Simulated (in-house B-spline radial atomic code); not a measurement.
# W²⁺: ionisation energy by several methods

Aim: the ionisation energy of W²⁺ by several methods, each as the difference of two self-consistent energies (W²⁺ and the next ion, [Xe] 4f14 5d3).

Method: scalar-relativistic (X2C), several functionals, spin-polarised; spherical all-electron atom at the radial basis limit. Code: in-house B-spline radial atomic code version 1.

**1. Starting point**

* element: tungsten (Z = 74)
* charge: +2
* electrons: 72
* configuration: [Xe] 4f14 5d4
* nucleus: Fermi, rms radius 5.366 fm

Outer shells as boxes (Hund's rule):

[Xe] 4f14 5d4
```
[Xe] core
4f [↑↓][↑↓][↑↓][↑↓][↑↓][↑↓][↑↓]
5d [↑ ][↑ ][↑ ][↑ ][  ]
```

Where spins are not typed, each open shell is filled with up spins first.

**2. revTPSS, a meta-GGA**

Settings of the run:

```ini
Z = 74
electrons = 72.0
configuration = [Xe] 4f14 5d4
hamiltonian = x2c
method = revtpss,revtpss
spin_polarised = True
nucleus = fermi
rms_radius = 5.3658
mass_number = 184
atomic_mass = 183.95093318
speed_of_light = 137.035999084
```

**3. M06-L, a meta-GGA**

Changes to the settings of step 2:

```diff
@@ -4,3 +4,3 @@
 hamiltonian = x2c
-method = revtpss,revtpss
+method = m06l
 spin_polarised = True
```

**4. exchange-only LDA**

Changes to the settings of step 3:

```diff
@@ -4,3 +4,3 @@
 hamiltonian = x2c
-method = m06l
+method = lda,
 spin_polarised = True
```

**5. LDA (VWN5)**

Changes to the settings of step 4:

```diff
@@ -4,3 +4,3 @@
 hamiltonian = x2c
-method = lda,
+method = lda,vwn
 spin_polarised = True
```

**6. SCAN, a meta-GGA**

Changes to the settings of step 5:

```diff
@@ -4,3 +4,3 @@
 hamiltonian = x2c
-method = lda,vwn
+method = scan,scan
 spin_polarised = True
```

**7. LDA (PW92)**

Changes to the settings of step 6:

```diff
@@ -4,3 +4,3 @@
 hamiltonian = x2c
-method = scan,scan
+method = lda,pw
 spin_polarised = True
```

The tabulated ionisation energy is 26 ± 0.4 eV (semi-empirical; NIST Atomic Spectra Database). What does each method give, and which comes nearest?

As calculated:

| method | rung | total energy (hartree) | ΔSCF (eV) | −ε highest (eV) | ΔSCF less tabulated (eV) |
| --- | --- | --- | --- | --- | --- |
| exchange-only LDA | LDA | -16124.8735 | 25.527 | 20.128 (5d up) | -0.473 |
| LDA (VWN5) | LDA | -16132.4286 | 26.592 | 21.107 (5d up) | +0.592 |
| LDA (PW92) | LDA | -16132.3970 | 26.583 | 21.100 (5d up) | +0.583 |
| revTPSS | meta-GGA | -16140.6146 | 26.309 | 20.834 (5d up) | +0.309 |
| M06-L | meta-GGA | -16142.3479 | 25.912 | 20.497 (5d up) | -0.088 |
| SCAN | meta-GGA | -16143.6149 | 26.520 | 21.072 (5d up) | +0.520 |

Tables give 26 ± 0.4 eV (semi-empirical; NIST Atomic Spectra Database) for the ionisation energy. M06-L misses by -0.088 eV, the least, and LDA (VWN5) by +0.592 eV (2.3 %), the most. Relativistic terms that these runs lack can be as large as the gaps between close methods, so the nearest may be so by luck. Spin-orbit coupling is left out. Open shells are averaged (over orientations, and over spins where the run is restricted), while tables refer to the lowest levels. For the semilocal functionals minus the highest level recovers only 79 % of their own ΔSCF value, a mark of self-interaction.

Members of this set that are not shown: 12 used exact exchange with fractional occupations of an open shell, which is unsound here.
